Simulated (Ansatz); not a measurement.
# B(NHMe2)Cl3 (C2H7BCl3N): geometry, orbitals and charge

Aim: characterise B(NHMe2)Cl3 (C2H7BCl3N) as a singlet: its structure, frontier levels and distribution of charge.

Method: RKS PBE0-D4/def2-TZVP; program: Ansatz 0.2.0, Gaussian basis.

Plan: relaxation at PBE-D4/def2-SVP; a single point at PBE0-D4/def2-TZVP.

2 further runs of the same task are left out: 2 set aside as unsound or not needed.

## Step 1: The system as given

14 atoms, charge 0, spin multiplicity 1.

Atoms are counted from 1 here; the program's logs count them from 0.

Bond lengths: B1–N2 1.649 Å, B1–Cl12 1.834 Å, B1–Cl13 1.834 Å, B1–Cl14 1.818 Å, N2–C3 1.471 Å, N2–C4 1.471 Å, N2–H5 1.022 Å, C3–H6 1.087 Å, C3–H7 1.088 Å, C3–H8 1.089 Å, C4–H9 1.089 Å, C4–H10 1.087 Å, C4–H11 1.088 Å. Angles: N2–B1–Cl12 105.6°, N2–B1–Cl13 105.5°, N2–B1–Cl14 106.8°, Cl12–B1–Cl13 111.3°, Cl12–B1–Cl14 113.4°, Cl13–B1–Cl14 113.4°, B1–N2–C3 112.6°, B1–N2–C4 112.6°, B1–N2–H5 104.4°, C3–N2–C4 110.5°, C3–N2–H5 108.3°, C4–N2–H5 108.1°, N2–C3–H6 109.5°, N2–C3–H7 108.5°, N2–C3–H8 110.3°, H6–C3–H7 108.7°, H6–C3–H8 109.9°, H7–C3–H8 109.8° and more.

Coordinates:

| atom | x (Å) | y (Å) | z (Å) |
| --- | --- | --- | --- |
| B1 | 0.1574 | 0.2987 | -1.4685 |
| N2 | 0.1647 | 0.3044 | 0.1800 |
| C3 | 0.9381 | -0.8110 | 0.7463 |
| C4 | -1.1907 | 0.3340 | 0.7510 |
| H5 | 0.6331 | 1.1776 | 0.4281 |
| H6 | 1.9503 | -0.7888 | 0.3500 |
| H7 | 0.4666 | -1.7453 | 0.4478 |
| H8 | 0.9634 | -0.7408 | 1.8325 |
| H9 | -1.1425 | 0.4020 | 1.8366 |
| H10 | -1.7337 | 1.1865 | 0.3500 |
| H11 | -1.7084 | -0.5785 | 0.4612 |
| Cl12 | 1.9196 | 0.3706 | -1.9709 |
| Cl13 | -0.7387 | 1.8215 | -1.9602 |
| Cl14 | -0.6792 | -1.2309 | -1.9841 |

The start is a GFN2-xTB geometry.

## Step 2: Relaxation at PBE-D4/def2-SVP

in.yaml

```yaml
crystal:
  periodic: [false, false, false]
  atoms:
    - {symbol: B, position_ang: [0.157430, 0.298740, -1.468470]}
    - {symbol: N, position_ang: [0.164740, 0.304400, 0.180030]}
    - {symbol: C, position_ang: [0.938120, -0.811040, 0.746310]}
    - {symbol: C, position_ang: [-1.190660, 0.333960, 0.750970]}
    - {symbol: H, position_ang: [0.633120, 1.177630, 0.428150]}
    - {symbol: H, position_ang: [1.950300, -0.788760, 0.350000]}
    - {symbol: H, position_ang: [0.466570, -1.745320, 0.447820]}
    - {symbol: H, position_ang: [0.963370, -0.740750, 1.832520]}
    - {symbol: H, position_ang: [-1.142520, 0.402010, 1.836620]}
    - {symbol: H, position_ang: [-1.733740, 1.186490, 0.350020]}
    - {symbol: H, position_ang: [-1.708440, -0.578480, 0.461230]}
    - {symbol: Cl, position_ang: [1.919620, 0.370560, -1.970950]}
    - {symbol: Cl, position_ang: [-0.738700, 1.821490, -1.960190]}
    - {symbol: Cl, position_ang: [-0.679230, -1.230930, -1.984060]}
basis:
  gaussian: {orbitals: def2-SVP}
hamiltonian: {xc: pbe, dispersion: d4}
scf: {lower_state_search: "off"}
output: {orbitals: {seedname: orbitals}}
relax: {f_tol: 0.02, max_steps: 100}
```

Launch:

```sh
$ ansatz run in.yaml --threads 2 --pin off --events-out ev --progress --plain --max-ram 32768MiB --backend cpu
```

After this run come: Single point, PBE0-D4/def2-TZVP.

Before running them: what should the planned runs give, taken together? Wanted: point group; commonest bond, hydrogen aside; HOMO, LUMO at PBE0-D4/def2-TZVP; dipole at PBE-D4/def2-SVP.

The runs gave:

```
                       quantity                           value
                    point group                              Cs
 commonest bond, hydrogen aside  B–Cl, 3 of mean length 1.844 Å
HOMO, LUMO at PBE0-D4/def2-TZVP                  -7.94, 0.23 eV
      dipole at PBE-D4/def2-SVP                          6.25 D
```

The molecule keeps its bonding pattern by the stored test; the atoms moved 0.03 Å (rms). No usable vibrations, so a minimum isn't proven. The point group is read from a loosely relaxed geometry; soft torsions can leave it below the true symmetry.
